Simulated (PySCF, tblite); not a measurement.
# C₂H₁₀AlNO: dynamics, then NMR shifts on frames

Aim: move C₂H₁₀AlNO (`CC[O][AlH2-][NH3+]`) away from its starting geometry and see how NMR shifts follow the geometry.

The runs use tblite 0.8.0 and PySCF 2.14.0, with density-fitted response routines of our own; the level of theory stands in each step. All values are computed, except where a source is named. Atoms are numbered from 0 throughout.

### Step 1. The starting structure

15 atoms, charge 0, multiplicity 1; geometry from: GFN2-xTB.

Bonds of the start (Å): C0–C1 1.52, C1–O2 1.39, O2–Al3 1.66, Al3–N4 2.09, C0–H5 1.09, C0–H6 1.09, C0–H7 1.09, C1–H8 1.10, C1–H9 1.10, Al3–H10 1.55, Al3–H11 1.55, N4–H12 1.02, N4–H13 1.02, N4–H14 1.01.

### Step 2. Dynamics with GFN2-xTB

The job: settings as JSON, then the geometry in Å.

```
{"job": {"kind": "md", "xc": "GFN2-xTB", "basis": "xTB", "temperature": 600, "steps": 2000, "every": 50, "frames": 5}, "charge": 0, "multiplicity": 1}
C      2.341426    -0.509335    -0.641842
C      1.425982    -0.498219     0.577572
O      0.273833     0.242469     0.342198
Al    -1.000751     1.224176    -0.053728
N     -2.599583    -0.113159     0.084165
H      2.629867     0.508970    -0.890386
H      3.233199    -1.097163    -0.438278
H      1.815392    -0.934381    -1.493365
H      1.961846    -0.069458     1.434597
H      1.146017    -1.530721     0.834242
H     -1.458418     2.224363     1.040590
H     -1.169711     1.586048    -1.554591
H     -2.500502    -0.837562    -0.622427
H     -2.621613    -0.553380     1.000433
H     -3.481398     0.365343    -0.065575
```

Method: GFN2-xTB Langevin dynamics, gas phase.

Command:

```
$ OMP_NUM_THREADS=1 python probes_run.py task.json out
```

This one command runs all jobs of the session in turn.

Standard output:

```text
t/fs     T/K      E/eV
    0.0   478.5   -476.77911
   25.0   461.7   -476.12452
   50.0   376.4   -475.81062
   75.0   460.0   -475.67862
  100.0   612.3   -475.95696
  125.0   476.3   -475.66434
  150.0   521.5   -475.78758
  175.0   539.7   -475.88111
  200.0   642.3   -476.14789
  225.0   673.4   -476.01572
  250.0   552.9   -475.85129
  275.0   496.1   -475.40063
  300.0   513.9   -475.59041
  325.0   746.3   -475.61562
  350.0   688.3   -475.67200
  375.0   771.8   -476.03440
  400.0   766.5   -475.79046
  425.0   577.2   -475.59536
  450.0   559.8   -475.91042
  475.0   528.8   -475.87141
  500.0   591.9   -475.77651
  525.0   405.7   -475.75632
  550.0   384.0   -475.78787
  575.0   459.8   -476.03316
  600.0   560.4   -476.06361
  625.0   489.7   -475.80338
  650.0   678.1   -475.88351
  675.0   724.3   -475.68609
  700.0   868.2   -475.92679
  725.0   617.4   -475.69713
  750.0   808.8   -475.78607
  775.0   621.9   -475.48432
  800.0   693.1   -475.97371
  825.0   595.7   -475.77921
  850.0   743.2   -476.03656
  875.0   563.9   -475.53592
  900.0   713.0   -475.82568
  925.0   838.1   -475.91157
  950.0   810.1   -475.42802
  975.0   552.3   -475.35509
 1000.0   527.2   -475.31726
```

It took 15 s on 1 thread of Arm Neoverse N1, shared host; peak memory 0.19 GiB.

Distance from the start (root mean square after alignment): 0 fs 0.00 Å, 200 fs 0.70 Å, 400 fs 0.88 Å, 600 fs 1.21 Å, 800 fs 1.65 Å, 1000 fs 1.14 Å.

Positions (Å) and forces (eV/Å) at 1000 fs:

```xyz
15

C    -0.117   -0.885    2.032   -1.955    2.585   -3.389
C     0.423    0.014    0.800   -0.727    1.519    1.751
O    -0.542    1.078    0.582    1.810   -0.479    0.518
Al   -1.480    2.460    0.495   -0.662   -1.319    2.937
N    -1.165    2.755   -1.321   -1.532    0.313   -0.726
H    -1.202   -0.716    1.758    0.742   -0.768    0.840
H     0.174   -1.818    1.735    0.554   -2.600   -0.146
H    -0.014   -0.714    3.069    0.788    0.836    0.445
H     0.404   -0.493   -0.144   -0.009   -1.067   -0.159
H     1.479    0.395    0.915   -1.033    0.043    0.290
H    -2.935    2.161    1.115    0.384    0.196   -0.664
H    -0.866    3.779    1.022    0.179    0.342   -0.008
H    -0.930    3.692   -1.119    0.784    1.482    0.150
H    -0.364    2.220   -1.532    0.789   -0.624   -0.881
H    -1.946    2.810   -1.945   -0.112   -0.461   -0.958
```

### Step 3. Shielding tensors: 250 fs, PBE0/pcSseg-1

The job: settings as JSON, then the geometry in Å.

```
{"job": {"kind": "nmr", "xc": "PBE0", "basis": "pcSseg-1", "pop": false}, "charge": 0, "multiplicity": 1}
C      1.816000    -0.219600    -0.981500
C      0.948900    -0.281800     0.237300
O     -0.316200     0.126100     0.033600
Al    -1.575600     1.285300    -0.187200
N     -3.185700    -0.022100    -0.188000
H      1.560600     0.786100    -1.579200
H      2.901200    -0.278100    -0.748100
H      1.434900    -0.893600    -1.692500
H      1.364900     0.277900     1.016800
H      1.001300    -1.409200     0.619400
H     -1.879100     2.196000     0.927300
H     -1.855200     1.811800    -1.686800
H     -3.737100    -0.117600     0.641500
H     -3.391800     0.534800    -1.032300
H     -2.998100    -0.920500    -0.573900
```

With the program's defaults for keys left out, this is: GIAO PBE0/pcSseg-1 NMR shielding, non-relativistic, gas phase.

Standard output:

```text
coarse grid: 12144 points
cycle   1  E = -454.1038879430  dE =  3.120e-01  |g| = 7.848e-01  |ddm| = 3.144e+00
cycle   2  E = -453.8597268435  dE =  2.442e-01  |g| = 1.359e+00  |ddm| = 2.227e+00
cycle   3  E = -454.2229253554  dE = -3.632e-01  |g| = 1.345e-01  |ddm| = 1.705e+00
cycle   4  E = -454.2259697221  dE = -3.044e-03  |g| = 5.839e-02  |ddm| = 1.284e-01
cycle   5  E = -454.2267040833  dE = -7.344e-04  |g| = 9.678e-03  |ddm| = 4.387e-02
cycle   6  E = -454.2267243525  dE = -2.027e-05  |g| = 2.850e-03  |ddm| = 8.878e-03
cycle   7  E = -454.2267260072  dE = -1.655e-06  |g| = 5.794e-04  |ddm| = 2.075e-03
final grid: 110232 points
cycle   8  E = -454.2621583164  dE = -2.480e-05  |g| = 9.668e-03  |ddm| = 1.644e-02
cycle   9  E = -454.2621404435  dE =  1.787e-05  |g| = 1.391e-02  |ddm| = 1.457e-02
cycle  10  E = -454.2621758050  dE = -3.536e-05  |g| = 1.169e-03  |ddm| = 9.391e-03
cycle  11  E = -454.2621760848  dE = -2.798e-07  |g| = 1.735e-04  |ddm| = 1.181e-03
cycle  12  E = -454.2621760910  dE = -6.223e-09  |g| = 4.946e-05  |ddm| = 1.722e-04
cycle  13  E = -454.2621760914  dE = -4.253e-10  |g| = 1.531e-05  |ddm| = 4.426e-05
converged SCF energy = -454.2621760914

GIAO shielding tensors (ppm)
atom      isotropic    diamagn.    paramagn.     s11        s22        s33       span
  0 C      155.687     251.499     -95.812    125.135    156.825    185.101     59.965
  1 C      123.752     239.151    -115.399     95.019    114.480    161.757     66.738
  2 O      277.247     402.437    -125.190    224.545    263.088    344.106    119.561
  3 Al     452.272     797.550    -345.278    403.458    450.649    502.708     99.251
  4 N      235.831     324.675     -88.843    207.981    237.951    261.561     53.580
  5 H       28.480      28.755      -0.274     25.516     27.661     32.263      6.747
  6 H       29.544      28.450       1.094     25.967     26.755     35.910      9.943
  7 H       30.418      32.032      -1.614     27.745     29.030     34.479      6.733
  8 H       28.158      31.362      -3.204     22.664     27.876     33.934     11.270
  9 H       26.134      28.109      -1.975     20.956     25.966     31.480     10.524
 10 H       28.337      31.644      -3.307     25.004     25.738     34.269      9.265
 11 H       27.276      31.223      -3.947     24.163     25.990     31.674      7.511
 12 H       29.179      29.731      -0.552     23.444     24.254     39.838     16.394
 13 H       27.359      27.947      -0.588     20.346     24.371     37.360     17.014
 14 H       30.765      34.130      -3.365     24.923     26.781     40.592     15.668
```

Wall time 20 s (1 thread of Arm Neoverse N1, shared host); peak memory 0.7 GiB.

The references, computed at this level on geometries of the same kind, shield at (ppm): ¹H TMS 31.72, ¹³C TMS 186.9, ¹⁵N NH3 267.7, ¹⁷O H2O 336.1, ²⁷Al AlH4- 490.0. Their shielding less the atom's gives the shift. The references are single molecules in the gas phase, so shifts against H2O, NH3, PH3, H3PO4 or CFCl3 are not on the usual liquid scales and can be off by tens of ppm. Shifts against hydride references such as AlH4− lie on their own scale. Each atom is listed at this fixed geometry, with no averaging over motion; a spectrum would average atoms that exchange fast.

```csv
atoms,environment,σ (ppm),δ (ppm)
C1,sp3 CH2 bonded to O,123.8,63.2
C0,methyl carbon,155.7,31.2
H9,hydrogen on an sp3 CH2 bonded to O,26.13,5.58
H11,"hydrogen on an aluminium bonded to N, O",27.28,4.44
H13,hydrogen on a donor nitrogen of a Lewis adduct,27.36,4.36
H8,hydrogen on an sp3 CH2 bonded to O,28.16,3.56
H10,"hydrogen on an aluminium bonded to N, O",28.34,3.38
H5,hydrogen on a methyl carbon,28.48,3.24
H12,hydrogen on a donor nitrogen of a Lewis adduct,29.18,2.54
H6,hydrogen on a methyl carbon,29.54,2.17
H7,hydrogen on a methyl carbon,30.42,1.30
H14,hydrogen on a donor nitrogen of a Lewis adduct,30.77,0.95
O2,"oxygen bonded to C, Al",277.2,58.8
Al3,"aluminium bonded to N, O, 2 H",452.3,37.7
N4,donor nitrogen of a Lewis adduct,235.8,31.9
```

### Step 4. NMR shieldings: 425 fs, PBE0/pcSseg-1

The job: settings as JSON, then the geometry in Å.

```
{"job": {"kind": "nmr", "xc": "PBE0", "basis": "pcSseg-1", "pop": false}, "charge": 0, "multiplicity": 1}
C      1.253300    -0.883100    -0.792300
C      1.110000     0.044900     0.448900
O     -0.045700     0.765600     0.382500
Al    -1.411300     1.571700     0.197100
N     -2.757000    -0.465100    -0.332200
H      1.315600    -0.221600    -1.629100
H      2.134600    -1.524100    -0.633700
H      0.193700    -1.445600    -0.809300
H      2.026100     0.575400     0.429600
H      1.065800    -0.623800     1.361000
H     -1.749400     2.054800     1.463600
H     -2.202200     2.171600    -0.937900
H     -3.131300    -0.262300    -1.220000
H     -2.300100    -1.410600    -0.453900
H     -3.599800    -0.676300     0.143600
```

With the program's defaults for keys left out, this is: GIAO PBE0/pcSseg-1 NMR shielding, non-relativistic, gas phase.

Standard output:

```text
coarse grid: 12144 points
cycle   1  E = -454.0790086411  dE =  2.691e-01  |g| = 8.006e-01  |ddm| = 3.126e+00
cycle   2  E = -453.8811109245  dE =  1.979e-01  |g| = 1.292e+00  |ddm| = 1.836e+00
cycle   3  E = -454.2000197701  dE = -3.189e-01  |g| = 1.320e-01  |ddm| = 1.347e+00
cycle   4  E = -454.2029167946  dE = -2.897e-03  |g| = 5.753e-02  |ddm| = 1.194e-01
cycle   5  E = -454.2036223137  dE = -7.055e-04  |g| = 9.747e-03  |ddm| = 4.288e-02
cycle   6  E = -454.2036417468  dE = -1.943e-05  |g| = 2.646e-03  |ddm| = 8.221e-03
cycle   7  E = -454.2036432284  dE = -1.482e-06  |g| = 6.142e-04  |ddm| = 2.096e-03
final grid: 110232 points
cycle   8  E = -454.2394362427  dE = -1.845e-05  |g| = 1.117e-02  |ddm| = 1.679e-02
cycle   9  E = -454.2394120316  dE =  2.421e-05  |g| = 1.610e-02  |ddm| = 1.604e-02
cycle  10  E = -454.2394595846  dE = -4.755e-05  |g| = 1.191e-03  |ddm| = 1.001e-02
cycle  11  E = -454.2394598853  dE = -3.006e-07  |g| = 1.687e-04  |ddm| = 1.110e-03
cycle  12  E = -454.2394598907  dE = -5.444e-09  |g| = 5.784e-05  |ddm| = 1.615e-04
cycle  13  E = -454.2394598913  dE = -6.117e-10  |g| = 2.023e-05  |ddm| = 4.550e-05
converged SCF energy = -454.2394598913

GIAO shielding tensors (ppm)
atom      isotropic    diamagn.    paramagn.     s11        s22        s33       span
  0 C      147.742     253.063    -105.321    123.811    150.207    169.208     45.397
  1 C      124.786     241.457    -116.671     98.919    110.894    164.546     65.627
  2 O      273.463     399.636    -126.173    201.322    287.112    331.955    130.633
  3 Al     422.466     796.558    -374.092    376.102    407.903    483.392    107.290
  4 N      244.222     308.779     -64.557    229.329    237.737    265.598     36.269
  5 H       30.162      31.983      -1.822     28.076     28.642     33.768      5.692
  6 H       29.672      29.601       0.070     26.383     27.042     35.590      9.208
  7 H       28.242      30.197      -1.956     24.818     27.975     31.932      7.114
  8 H       28.165      29.811      -1.646     23.063     28.376     33.056      9.993
  9 H       26.848      28.984      -2.136     21.819     26.276     32.448     10.629
 10 H       28.871      31.947      -3.076     24.557     26.405     35.652     11.095
 11 H       27.619      30.859      -3.240     24.125     26.109     32.622      8.498
 12 H       31.656      30.847       0.809     26.086     27.112     41.770     15.684
 13 H       29.728      29.210       0.518     24.029     26.357     38.798     14.769
 14 H       31.486      28.649       2.836     25.728     26.089     42.639     16.911
```

It took 20 s on 1 thread of Arm Neoverse N1, shared host; peak memory 0.72 GiB.

In short: δ C1 62.1, C0 39.2, O2 62.6, Al3 67.5, H9 4.87, H11 4.10 ppm.

[end of part 1 of 2]
